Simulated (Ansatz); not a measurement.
# TiH (quartet): from Hartree-Fock to the top rungs at distance Ti1–H2 = 1.935 Å, def2-TZVPP

The task here is to estimate one member of a computed series from the others.

Computed with Ansatz 0.2.0, Gaussian basis. Level: def2-TZVPP, core rule «outside noble gas», up to 9 orbitals frozen.

The runs, in order: UHF; CCSD(T) on ROHF; CCSD(T) on UHF; CCSDT(Q) on ROHF; CCSDT(Q) on UHF; CASSCF and MRCISD+Q, 5 electrons in 5 orbitals; CASSCF and NEVPT2, 5 electrons in 5 orbitals.

22 further runs of the same task are left out: 16 for a known fault of the program, 6 that didn't finish.

### The system

The geometry derives from a PBE0/def2-TZVP stationary point (not a proven minimum). One bond is set to the value named and the two fragments are kept rigid.

2 atoms, charge 0, spin multiplicity 4.

Atoms are counted from 1 here; the program's logs count them from 0.

Bond lengths: Ti1–H2 1.935 Å.

Set-up of the first run:

The input, in.yaml:

```yaml
crystal:
  periodic: [false, false, false]
  atoms:
    - {symbol: Ti, position_ang: [0.000000, 0.000000, 0.000000]}
    - {symbol: H, position_ang: [0.000000, 0.000000, 1.935000]}
basis:
  gaussian: {orbitals: def2-TZVPP}
magnetization: {spin_polarized: true, initial_magnetization: 3}
hamiltonian: {xc: hf}
output: {orbitals: {seedname: orbitals}}
```

Started as:

```console
$ ansatz run in.yaml --threads 1 --pin off --events-out ev --progress --plain --max-ram 4096MiB --backend cpu
```

Among the steps run: UHF; CCSD(T) on ROHF; CCSD(T) on UHF; CCSDT(Q) on ROHF; CCSDT(Q) on UHF; CASSCF and MRCISD+Q, 5 electrons in 5 orbitals; CASSCF and NEVPT2, 5 electrons in 5 orbitals.

One table of the session follows, with a row left open; its other results are not shown here.

It belongs to the step «Misses and costs». 

| method | from RCCSDT(Q) (meV) |
| --- | --- |
| ROHF | +1791.9 |
| UHF | +1666.5 |
| RMP2 | +508.0 |
| UMP2 | +394.5 |
| RCCSD | +74.2 |
| UCCSD | -27.7 |
| RCCSD(T) | +29.5 |
| UCCSD(T) | -70.1 |
| RCCSDT | +1.8 |
| UCCSDT | -91.4 |
| RCCSDT(Q) | 0 |
| UCCSDT(Q) | ? |
| CASSCF pair | +1387.1 |
| NEVPT2 pair | +556.9 |
| MRCISD pair | +84.8 |
| MRCISD+Q pair | +11.5 |

**Question.** Estimate the row for UCCSDT(Q).

**Answer.** from RCCSDT(Q) (meV): -92.5. In the column «from RCCSDT(Q) (meV)» it is the lowest.

To keep in mind: Restricted and unrestricted rows rest on different reference determinants; where their highest levels disagree by more than a few hundredths of an eV, they describe different states and don't form one ladder.
